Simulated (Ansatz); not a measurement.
# InSbO: the cost of one run

Method: DFT PBE, scalar-relativistic, plane waves, PAW, in Ansatz 0.2.0.

## 1. The system as given

Symmetry: P-6m2, No. 187, hexagonal system. The conventional cell has a = 4.167 Å, b = 4.167 Å, c = 4.010 Å, α = 90.00°, β = 90.00°, γ = 120.00°. Around In (site symmetry -6m2) lie 6 Sb at 3.13 Å and 6 O at 3.13 Å. Sb (site symmetry -6m2) has 3 O at 2.41 Å in its first shell of neighbours. O (site symmetry -6m2) is surrounded by 3 Sb at 2.41 Å and 6 In at 3.13 Å.

As a file:

```cif
data_structure
_symmetry_space_group_name_H-M 'P-6m2'
_symmetry_Int_Tables_number 187
_cell_length_a 4.1672
_cell_length_b 4.1672
_cell_length_c 4.0098
_cell_angle_alpha 90.000
_cell_angle_beta 90.000
_cell_angle_gamma 120.000
_cell_volume 60.30
loop_
_atom_site_label
_atom_site_type_symbol
_atom_site_symmetry_multiplicity
_atom_site_Wyckoff_symbol
_atom_site_fract_x
_atom_site_fract_y
_atom_site_fract_z
_atom_site_occupancy
In1 In 1 a 0.00000 0.00000 0.00000 1
Sb1 Sb 1 f 0.66667 0.33333 0.50000 1
O1 O 1 d 0.33333 0.66667 0.50000 1
```

A structure generator made this guess: species swapped into a database cell of SmPPt (P-6m2, No. 187), with In on the Sm sites, Sb on the P sites and O on the Pt sites. Its size is a rough estimate.

## 2. Probe: one point on a coarse mesh

input.yaml

```yaml
crystal:
  lattice:
    - [4.16719617, 0.0, 0.0]
    - [-2.08359808, 3.60889774, 0.0]
    - [0.0, 0.0, 4.00979842]
  atoms:
    - { symbol: In, position: [0.0, 0.0, 0.0] }
    - { symbol: Sb, position: [0.66666667, 0.33333333, 0.5] }
    - { symbol: O, position: [0.33333333, 0.66666667, 0.5] }
basis:
  ecutwfc: 420
kpoints:
  mp_grid: { grid: [6, 6, 4] }
hamiltonian:
  xc: pbe
scf:
  occupations: { method: gaussian, width: 0.1 }
  lower_state_search: "off"
output:
  forces: true
  stress: true
  eigenvalues: true
```

Run with:

```console
> ansatz run input.yaml --threads 1 --pin off --max-ram 2560MiB --backend cpu --events-out ev --progress --plain --runs-dir out
```

Q: Estimate wall time and peak memory on 1 thread of Intel Xeon Platinum 8488C (Sapphire Rapids), shared host.

About 2.2 s, with a peak of 0.41 GiB.
